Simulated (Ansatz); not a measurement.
The system is GeCN2.

```
CELL_PARAMETERS angstrom
1.79379 1.03565 4.92196
-1.79379 1.03565 4.92196
0.00000 -2.07129 4.92196
ATOMIC_POSITIONS crystal
Ge 0.00000 0.00000 0.00000
N 0.58390 0.58390 0.58390
N 0.41610 0.41610 0.41610
C 0.50000 0.50000 0.50000
```

The cell comes from a database or a generator and needn't be the stable form of this composition.

| Item | Value |
| --- | --- |
| Program | Ansatz 0.2.0 |
| Task | single point |
| Functional | PBE |
| Potentials or basis | all-electron LAPW, scalar-relativistic |
| Cutoff | 733 eV (chosen from the basis error) |
| Basis error allowed | 0.001 eV/atom |
| k mesh | 9 × 9 × 9 |
| Occupations | fermi-dirac, width 0.05 eV |
| Spin | no spin polarisation |

On this cell: pressure 0.0 GPa; largest force 0.055 eV/Å; band gap on the k mesh 1.12 eV, indirect (least direct gap 1.97 eV).

The same run follows on a disturbed copy (atoms moved at random, drawn with an rms of 0.05 Å):

```
Ge N C
1.0
     1.79379    1.03565    4.92196
    -1.79379    1.03565    4.92196
     0.00000   -2.07129    4.92196
Ge N C
1 2 1
Direct
  0.00996 0.00375 0.99020
  0.57323 0.58789 0.58586
  0.41225 0.40538 0.44245
  0.49424 0.51495 0.48816
```

Question: What does the disturbed cell give?

Answer: The energy moves by +56.6 meV/atom; pressure 7.3 GPa; largest force 5.540 eV/Å; band gap on the k mesh 1.20 eV, indirect (least direct gap 1.98 eV).

Forces in eV/Å, atoms in the order of the input:
```
Ge   0.040  0.012 -0.498
N   -0.148  0.353  1.717
N   -0.023  0.128 -5.539
C    0.130 -0.493  4.320
```

Stress tensor (GPa, compression positive):
```
-0.75  0.13 -0.90
 0.13 -0.12  1.91
-0.90  1.91 22.76
```

Caveats: an odd mesh through Γ misses points on the zone boundary, where band edges often lie.
